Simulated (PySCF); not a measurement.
**[YbOF]−: other functionals and bases at one geometry**

The task here is to estimate one member of a computed series from the others.

Computed with PySCF 2.14.0. Level: several levels, as the steps say, no spin–orbit coupling.

1 further run of the same task is left out (for a known fault of the program).

### The system as given

3 atoms, charge -1, spin multiplicity 1.

Bond lengths: Yb1–O2 1.903 Å, Yb1–F3 2.063 Å. Angles: O2–Yb1–F3 111.5°.

As a file:

```xyz
3

Yb    0.0078    0.0000   -0.3291
O     1.5765    0.0000    0.7474
F    -1.7021    0.0000    0.8255
```

Formal oxidation states: Yb +2. An earlier session relaxed this geometry at PBE0, Yb def2-SVP with ECP28, O def2-SVP, F def2-SVP (singlet, point group Cs).

At PBE0 on the finer grid: E = -1333.977637 Eh, HOMO 0.41 eV, LUMO 2.27 eV, Mulliken charge on Yb1 +0.25 e, largest force component 0.004 eV/Å. The gap is small, and the closed shell wasn't tested for a lower spin-broken solution. The highest filled level lies above zero; it isn't the detachment energy.

Levels to run: BLYP; TPSSh; PBE0, TZVP. Hardware: 2 threads of Arm Neoverse V2, shared host.

The first run:

The input, run.py (the lines that set the calculation):

```python
mol = gto.M(atom='''
Yb     0.00785     0.00000    -0.32913
O      1.57652     0.00000     0.74742
F     -1.70213     0.00000     0.82549''',
    basis={'Yb': 'def2-SVP', 'O': 'def2-SVP', 'F': 'def2-SVP'},
    ecp={'Yb': 'def2-SVP'},
    charge=-1, spin=0)
mf = dft.RKS(mol, xc='BLYP')
mf.grids.atom_grid = (75, 302)  # f atoms: unpruned, at least (60, 302)
mf = mf.density_fit()  # fitting sets: Yb def2-universal-JKFIT, O def2-universal-JKFIT, F def2-universal-JKFIT
mf.conv_tol = 1e-08; mf.max_cycle = 55
mf.kernel(dm0)  # dm0: the density of the relaxed state
```

Command:

```bash
OMP_NUM_THREADS=2 python run.py
```

Steps of the session up to this table: BLYP; TPSSh; PBE0, TZVP.

One of the session's tables, all rows but one given; the rest of the session is left out.

| level | HOMO (eV) | gap (eV) | charge on Yb1 (e) | dipole (D) | largest force component (eV/Å) |
| --- | --- | --- | --- | --- | --- |
| PBE0 (relaxed here) | 0.41 | 1.86 | 0.25 | 4.91 | 0.00 |
| BLYP | 1.52 | 0.15 | 0.05 | 3.34 | 0.53 |
| TPSSh | ? | ? | ? | ? | ? |
| PBE0, TZVP | 0.24 | 1.91 | 0.52 | 6.01 | 0.48 |

Q: Estimate the row for TPSSh from the others.

The run gave: HOMO (eV): 0.93; gap (eV): 1.01; charge on Yb1 (e): 0.20; dipole (D): 3.99; largest force component (eV/Å): 0.18. In the column «HOMO (eV)» it lies between PBE0 (relaxed here) (0.41) and BLYP (1.52).

The dipole of a charged species depends on the origin, so these sizes hold for this origin alone.

In one basis the HOMO–LUMO gap runs from 0.15 eV (BLYP) to 1.86 eV (PBE0). The largest leftover force, 0.53 eV/Å with BLYP, stands at a geometry relaxed at another level. Total energies of different levels can't be compared.
